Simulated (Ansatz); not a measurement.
# ClF3HOTa: the cost of one run

Method: the settings change from run to run; program: Ansatz 0.2.0, Gaussian basis.

## (1) The molecule

The structure was relaxed beforehand with PBE0-D4 in a triple-zeta def2 set. Ta takes a core potential in def2 sets; no spin-orbit term is included.

SMILES `[OH][Ta]([F])([F])([F])[Cl]`, 7 atoms, charge 0, spin multiplicity 1.

Atoms are counted from 1 here; the program's logs count them from 0.

Bond lengths: O1–Ta2 1.867 Å, O1–H7 0.953 Å, Ta2–F3 1.857 Å, Ta2–F4 1.857 Å, Ta2–F5 1.883 Å, Ta2–Cl6 2.289 Å. Angles: Ta2–O1–H7 176.0°, O1–Ta2–F3 90.8°, O1–Ta2–F4 90.8°, O1–Ta2–F5 175.2°, O1–Ta2–Cl6 94.0°, F3–Ta2–F4 123.6°, F3–Ta2–F5 86.9°, F3–Ta2–Cl6 118.1°, F4–Ta2–F5 86.9°, F4–Ta2–Cl6 118.1°, F5–Ta2–Cl6 90.7°.

## (2) PBEsol/def2-TZVPP

This run has high accuracy.

The input, in.yaml:

```yaml
crystal:
  periodic: [false, false, false]
  atoms:
    - {symbol: O, position_ang: [0.071986, -1.321343, 0.711965]}
    - {symbol: Ta, position_ang: [0.002625, 0.288154, -0.230807]}
    - {symbol: F, position_ang: [1.766149, 0.076908, -0.774493]}
    - {symbol: F, position_ang: [-1.454207, -0.317451, -1.211155]}
    - {symbol: F, position_ang: [-0.039531, 1.829462, -1.311827]}
    - {symbol: Cl, position_ang: [-0.405042, 1.550384, 1.635213]}
    - {symbol: H, position_ang: [0.119421, -2.174215, 1.135303]}
basis:
  gaussian: {orbitals: def2-TZVPP}
hamiltonian: {xc: {name: PBEsol}}
accuracy: high
output: {forces: true}
```

Command:

```bash
$ ansatz run in.yaml --threads 4 --pin off --events-out ev --progress --plain --max-ram 10444MiB
```

What time and memory should one allow on 4 threads of AMD EPYC 7B13, shared host?

About 11 s, with a peak of 1.3 GiB.
